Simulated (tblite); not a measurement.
# C4H10BF2GaO: the cost of one run

The runs use tblite 0.8.0 and PySCF 2.14.0, with density-fitted response routines of our own; the level of theory stands in each step. All values are computed, except where a source is named. Atoms are numbered from 0 throughout.

**1. The molecule as given**

19 atoms, charge 0, multiplicity 1; geometry from: force field or distance geometry start.

Bonds of the start (Å): F0–B1 1.45, B1–F2 1.44, B1–C3 1.60, C3–C4 1.52, C4–C5 1.50, C5–C6 1.51, C6–O7 1.41, O7–Ga8 1.83, O7–C3 1.37, C3–H9 1.11, C4–H10 1.12, C4–H11 1.10, C5–H12 1.10, C5–H13 1.10, C6–H14 1.09, C6–H15 1.13, Ga8–H16 1.61, Ga8–H17 1.62, Ga8–H18 1.60.

**2. Geometry optimisation with GFN2-xTB**

The job: settings as JSON, then the geometry in Å.

```
{"job": {"kind": "relax", "xc": "GFN2-xTB", "basis": "xTB"}, "charge": 0, "multiplicity": 1}
F     -2.239100     1.975100     1.559400
B     -1.050800     1.914000     0.731300
F     -1.106000     2.660000    -0.498300
C     -0.457500     0.441100     0.578400
C     -1.553500    -0.326400    -0.148500
C     -0.829700    -1.443000    -0.836900
C      0.595800    -0.951200    -0.821800
O      0.591700     0.357500    -0.300000
Ga     2.242200     0.538000     0.473900
H     -0.271800    -0.012800     1.576300
H     -2.003100     0.364500    -0.908300
H     -2.333600    -0.644200     0.557400
H     -0.903000    -2.355500    -0.218900
H     -1.151300    -1.648200    -1.863800
H      1.065700    -0.904200    -1.809000
H      1.191200    -1.542800    -0.066500
H      2.433300    -0.635700     1.565200
H      3.309600     0.238000    -0.704000
H      2.460100     1.985200     1.126700
```

Run with:

```bash
$ OMP_NUM_THREADS=1 python probes_run.py task.json out
```

One launch serves the whole session: the jobs run in the order shown.

Q: Estimate the wall time and peak memory of this first job on 1 thread of Arm Neoverse N1, shared host.

About 3 s, with a peak of 0.18 GiB.
